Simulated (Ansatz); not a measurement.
Write a Python script for Ansatz 0.2.0 through its Python package that makes vertical spin-state energies of CH₃BrSiTe, SMILES Br[SiH]1C[Te]1. Settings (for the species named): B3LYP, def2-TZVP basis, multiplicity 1, D3BJ dispersion.

```xyz
7

Br   -2.4514    0.6120    0.6744
Si   -0.5833    0.4861   -0.5095
C     0.7173   -0.3336    0.4248
Te    0.2224   -1.9047   -0.8685
H    -0.1247    1.4902   -1.4959
H     0.4940   -0.4892    1.5033
H     1.7870    0.0710    0.2257
```

The script, `spin_ch3brsite.py`:
```python
"""Vertical spin-state energies of CH3BrSiTe."""

import warnings

import ansatz as az

warnings.simplefilter("ignore", az.DeckWarning)

geometry = (
    az.Crystal.molecule()
    .atom("Br", (-2.4514, 0.612, 0.6744))
    .atom("Si", (-0.5833, 0.4861, -0.5095))
    .atom("C", (0.7173, -0.3336, 0.4248))
    .atom("Te", (0.2224, -1.9047, -0.8685))
    .atom("H", (-0.1247, 1.4902, -1.4959))
    .atom("H", (0.494, -0.4892, 1.5033))
    .atom("H", (1.787, 0.071, 0.2257))
)

model = geometry.calculation()
model = model.basis(gaussian="def2-TZVP")
model = model.functional("B3LYP", dispersion="d3bj")
found = {}
for unpaired in [0, 2]:
    r = model.spin("collinear", total=unpaired).run(threads=1).report
    s = unpaired / 2
    found[unpaired] = r["free_energy_ev"]
    print(f"2S+1 = {unpaired + 1}: E = {found[unpaired]:.5f} eV, <S^2> = {abs(r['mean_field']['state']['spin_squared']):.3f} (pure state {s * (s + 1):.2f})")
lowest = min(found, key=found.get)
for unpaired, e in found.items():
    print(f"multiplicity {unpaired + 1}: {(e - found[lowest]):.3f} eV above the lowest")
```

`python spin_ch3brsite.py` gives:
```text
2S+1 = 1: E = -86308.80239 eV, <S^2> = 0.000 (pure state 0.00)
2S+1 = 3: E = -86306.06790 eV, <S^2> = 2.006 (pure state 2.00)
multiplicity 1: 0.000 eV above the lowest
multiplicity 3: 2.734 eV above the lowest
```

In order: multiplicity 1 (+0.00 eV) and multiplicity 3 (+2.73 eV), all at the one geometry.

These settings explore the input space; basis and method may be short of convergence. The geometry is a force-field or estimated start, not a minimum of this method, and the basis set is short of its limit. All parts are taken at fixed geometry, without zero-point energy. def2 sets replace the cores of elements past krypton by effective core potentials. b3lyp holds the VWN-RPA fit, as in Gaussian; the form of ORCA and Turbomole is b3lyp5. Spin-orbit coupling, which mixes and shifts the spin states of heavy atoms, is left out. The whole script took 49 s on 1 thread of Arm Neoverse V2 (shared host), peak memory 0.74 GiB.
